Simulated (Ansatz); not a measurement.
# C₂H₇BS₂: small, medium and large basis sets

An exercise on one series of results from a longer session: the logs are not shown, and one member is left open.

The runs use Ansatz 0.2.0, Gaussian basis; one geometry, several basis sets.

Levels to be run: PBE0-D4/def2-SVP; ωB97M-V/def2-SVP; PBE0-D4/def2-QZVPP; ωB97M-V/def2-QZVPP; the functionals' def2-TZVPP values are taken from earlier runs.

**The geometry**

An earlier PBE0-D4 in a triple-zeta def2 set relaxation fixed the geometry.

SMILES `CCB(S)S`, 12 atoms, charge 0, spin multiplicity 1.

Atoms are counted from 1 here; the program's logs count them from 0.

Bond lengths: C1–C2 1.524 Å, C1–H6 1.092 Å, C1–H7 1.092 Å, C1–H8 1.093 Å, C2–B3 1.573 Å, C2–H9 1.096 Å, C2–H10 1.100 Å, B3–S4 1.801 Å, B3–S5 1.799 Å, S4–H11 1.343 Å, S5–H12 1.342 Å. Angles: C2–C1–H6 111.3°, C2–C1–H7 111.3°, C2–C1–H8 111.5°, H6–C1–H7 107.7°, H6–C1–H8 107.3°, H7–C1–H8 107.4°, C1–C2–B3 116.8°, C1–C2–H9 110.2°, C1–C2–H10 109.5°, B3–C2–H9 109.3°, B3–C2–H10 105.7°, H9–C2–H10 104.6°, C2–B3–S4 116.7°, C2–B3–S5 118.4°, S4–B3–S5 124.9°, B3–S4–H11 99.6°, B3–S5–H12 99.1°.

Set-up of the first run:

The input, in.yaml:

```yaml
crystal:
  periodic: [false, false, false]
  atoms:
    - {symbol: C, position_ang: [0.353206, 1.722546, 0.139165]}
    - {symbol: C, position_ang: [0.841297, 0.284631, 0.273287]}
    - {symbol: B, position_ang: [-0.199886, -0.849325, -0.048521]}
    - {symbol: S, position_ang: [0.153937, -2.485736, 0.615008]}
    - {symbol: S, position_ang: [-1.626520, -0.436895, -1.064145]}
    - {symbol: H, position_ang: [-0.468105, 1.929579, 0.829092]}
    - {symbol: H, position_ang: [1.153163, 2.435186, 0.351581]}
    - {symbol: H, position_ang: [-0.009519, 1.930129, -0.870923]}
    - {symbol: H, position_ang: [1.260398, 0.118123, 1.272148]}
    - {symbol: H, position_ang: [1.684943, 0.118016, -0.411866]}
    - {symbol: H, position_ang: [-0.870671, -3.170667, 0.082628]}
    - {symbol: H, position_ang: [-2.195243, -1.650886, -1.133353]}
basis:
  gaussian: {orbitals: def2-SVP}
hamiltonian: {xc: pbe0, dispersion: d4}
output: {orbitals: {seedname: orbitals}}
```

On the command line:

```sh
ansatz run in.yaml --threads 4 --pin off --events-out ev --progress --plain --max-ram 10444MiB
```

Among the steps run: PBE0-D4 in def2-SVP; ωB97M-V in def2-SVP; PBE0-D4 in def2-QZVPP; ωB97M-V in def2-QZVPP.

One table of the session follows, with a row left open; its other results are not shown here.

| functional | basis | HOMO (eV) |
| --- | --- | --- |
| PBE0-D4 | def2-SVP | -7.33 |
| PBE0-D4 | def2-TZVPP | -7.43 |
| PBE0-D4 | def2-QZVPP | -7.46 |
| ωB97M-V | def2-SVP | -9.42 |
| ωB97M-V | def2-TZVPP | -9.56 |
| ωB97M-V | def2-QZVPP | ? |

Q: Estimate the row for ωB97M-V, def2-QZVPP from the others.

As computed: HOMO (eV): -9.59. In the column «HOMO (eV)» it is the lowest.
